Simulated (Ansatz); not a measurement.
# AlGeH₅ (singlet): the correlation ladder, cc-pVTZ

Aim: climb from Hartree-Fock through coupled cluster for AlGeH₅ (singlet) at one geometry and basis, and see what each rung misses.

Computed with Ansatz 0.2.0, Gaussian basis. Level: cc-pVTZ, core rule «outside noble gas», up to 19 orbitals frozen.

Plan: UHF; CCSD(T) on RHF; BCCD(T) on RHF; CCSDT(Q) on RHF.

### Step 1. What is computed

The geometry is a PBE0/def2-TZVP stationary point (not a proven minimum). No spin-orbit coupling is included. The filled d shell of Ge may be among the frozen orbitals whatever the setting's name suggests.

7 atoms, charge 0, spin multiplicity 1.

Atoms are counted from 1 here; the program's logs count them from 0.

Bond lengths: Ge1–Al2 2.479 Å, Ge1–H3 1.541 Å, Ge1–H4 1.543 Å, Ge1–H5 1.543 Å, Al2–H6 1.588 Å, Al2–H7 1.588 Å. Angles: Al2–Ge1–H3 113.9°, Al2–Ge1–H4 111.3°, Al2–Ge1–H5 111.3°, H3–Ge1–H4 106.9°, H3–Ge1–H5 106.9°, H4–Ge1–H5 106.0°, Ge1–Al2–H6 121.3°, Ge1–Al2–H7 119.4°, H6–Al2–H7 119.3°.

### Step 2. UHF

Input file in.yaml:

```yaml
crystal:
  periodic: [false, false, false]
  atoms:
    - {symbol: Ge, position_ang: [0.000000, 0.000899, 0.685381]}
    - {symbol: Al, position_ang: [0.000000, 0.001025, -1.793332]}
    - {symbol: H, position_ang: [0.000000, 1.409025, 1.310315]}
    - {symbol: H, position_ang: [1.232737, -0.738751, 1.246452]}
    - {symbol: H, position_ang: [-1.232737, -0.738751, 1.246452]}
    - {symbol: H, position_ang: [0.000000, 1.358175, -2.617361]}
    - {symbol: H, position_ang: [0.000000, -1.381914, -2.574090]}
basis:
  gaussian: {orbitals: cc-pVTZ}
magnetization: {spin_polarized: true, initial_magnetization: 0}
hamiltonian: {xc: hf}
output: {orbitals: {seedname: orbitals}}
```

Started as:

```bash
$ ansatz run in.yaml --threads 1 --pin off --events-out ev --progress --plain --max-ram 2816MiB --backend cpu
```

Further steps of the session: CCSD(T) on RHF; BCCD(T) on RHF; CCSDT(Q) on RHF.

**Question.** What will the summary of the whole plan be? Wanted: RCCSDT(Q) from the RHF energy; RMP2 from RCCSDT(Q); RCCSD from RCCSDT(Q); RCCSD(T) from RCCSDT(Q); T1 diagnostic.

As calculated:

| quantity | value |
| --- | --- |
| RCCSDT(Q) from the RHF energy | -7.0817 eV |
| RMP2 from RCCSDT(Q) | +1398.6 meV |
| RCCSD from RCCSDT(Q) | +218.3 meV |
| RCCSD(T) from RCCSDT(Q) | +38.0 meV |
| levels within 1 kcal/mol (43 meV) | RCCSD(T), BCCD(T), RCCSDT |
| T1 diagnostic | 0.011 |

What this shows: RCCSD(T) misses by +38.0 meV, 0.5 % of the correlation energy. These misses are within one basis, not against nature.
